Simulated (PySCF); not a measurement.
**BBr+: from the state search to spectroscopic constants**

One table from this session's results is given with a row withheld; the runs are named, their logs left out.

Computed with PySCF 2.14.0. Level: B def2-TZVPPD, Br def2-TZVPPD, no relativity.

The first run:

The job is set up so:

- atoms: B, Br
- charge: 1
- basis: B def2-TZVPPD, Br def2-TZVPPD
- Hamiltonian: no relativity
- basis functions: 94
- electrons treated: 39
- masses in u: 11.0093, 78.9183
- levels: PBE0, PBE, r²SCAN, LDA, PBEsol, B97-3, r²SCAN0, M06-2X, ωB97X, HF, MP2, SCS-MP2, CCSD, CCSD(T)
- grid: 80 radial by 434 angular points
- occupations: held fixed by the projection of orbital angular momentum
- dissociation limit: B+ + Br, each in its ground configuration
- starting distance in angstrom: 2.030
- values of 2S to try: 1, 3

Run with:

```bash
OMP_NUM_THREADS=2 python dia.py task.json out
```

Among the steps run: Input; PBE0 along the bond; Other states along the same grid; PBE; r²SCAN (meta-GGA); LDA; PBEsol; B97-3 (global hybrid GGA); r²SCAN0 (hybrid meta-GGA); M06-2X (hybrid meta-GGA); ωB97X; UHF; Correlated methods on the Hartree–Fock reference.

One table of the session follows, with a row left open; its other results are not shown here.

Energy (eV) from each level's lowest point:

```
R (Å)    UHF  UHF-MP2  UHF-SCS-MP2  UHF-CCSD  UHF-CCSD(T)
1.508  1.478    1.443        1.468       n/a          n/a
1.579  0.653    0.629        0.648     0.650        0.680
1.649  0.200    0.185        0.198     0.201        0.218
1.701  0.041    0.033        0.040     0.043        0.051
1.754  0.000    0.000        0.000     0.000        0.000
1.807  0.049    0.059        0.051     0.046        0.038
1.877      ?        ?            ?         ?            ?
1.964  0.526    0.601        0.556     0.509        0.485
2.070  0.961    1.133        1.054     0.940        0.917
2.210  1.501    1.890        1.760       n/a          n/a
```

Q: Estimate the row for R (Å) = 1.877 from the others.

Worked estimate for «UHF». A straight line through the neighbours (1.807, 0.049) and (1.964, 0.526) gives 0.049 + (0.526 − 0.049) × (1.877 − 1.807) / (1.964 − 1.807) = 0.262; a parabola fitted to 4 rows on both sides gives 0.233.

As computed: UHF: 0.215; UHF-MP2: 0.246; UHF-SCS-MP2: 0.224; UHF-CCSD: 0.207; UHF-CCSD(T): 0.189. In «UHF» the line misses by +0.047 and the parabola by +0.018.
